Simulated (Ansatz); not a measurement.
# Cr (Chromium): the cost of one run

Program: Ansatz 0.2.0. Level of theory: DFT LDA, with the methods named in each step. These are calculated values, not measurements.

### 1 The system as given

The structure is hexagonal, space group P6_3/mmc (No. 194). The conventional cell has a = 2.714 Å, b = 2.714 Å, c = 4.410 Å, α = 90.00°, β = 90.00°, γ = 120.00°. Cr (site symmetry -6m2) is surrounded by 12 Cr at 2.71 Å.

Structure file:

```cif
data_structure
_symmetry_space_group_name_H-M 'P 1'
_symmetry_Int_Tables_number 1
_cell_length_a 2.7140
_cell_length_b 2.7140
_cell_length_c 4.4100
_cell_angle_alpha 90.000
_cell_angle_beta 90.000
_cell_angle_gamma 120.000
_cell_volume 28.13
loop_
_atom_site_label
_atom_site_type_symbol
_atom_site_fract_x
_atom_site_fract_y
_atom_site_fract_z
_atom_site_occupancy
Cr1 Cr 0.33333 0.66667 0.25000 1
Cr2 Cr 0.66667 0.33333 0.75000 1
```

Atoms are numbered in the order of the input: Cr1, Cr2.

### 2 Free moments, LAPW

input.yaml

```yaml
crystal:
  lattice:
    - [2.714, 0.0, 0.0]
    - [-1.357, 2.3503929459, 0.0]
    - [0.0, 0.0, 4.41]
  atoms:
    - { symbol: Cr, position: [0.3333333333, 0.6666666667, 0.25], spin: 3.0 }
    - { symbol: Cr, position: [0.6666666667, 0.3333333333, 0.75], spin: 3.0 }
magnetization:
  spin_polarized: true
kpoints:
  mp_grid: { grid: [12, 12, 7] }
scf:
  occupations: { method: fermi_dirac, width: 0.03 }
  lower_state_search: "off"
hamiltonian:
  xc: lda
  pseudopotentials: { kind: all_electron, lapw: { basis_error: 0.0005 } }
output:
  forces: true
  stress: true
  eigenvalues: false
  populations: true
```

Launch:

```sh
> ansatz run input.yaml --threads 1 --pin off --max-ram 3072MiB --backend cpu --events-out ev --progress --plain --runs-dir out
```

**Question.** How long does this run take on 1 thread of Arm Neoverse V2, shared host, and how much memory does it need?

About 39 s, with a peak of 0.48 GiB.
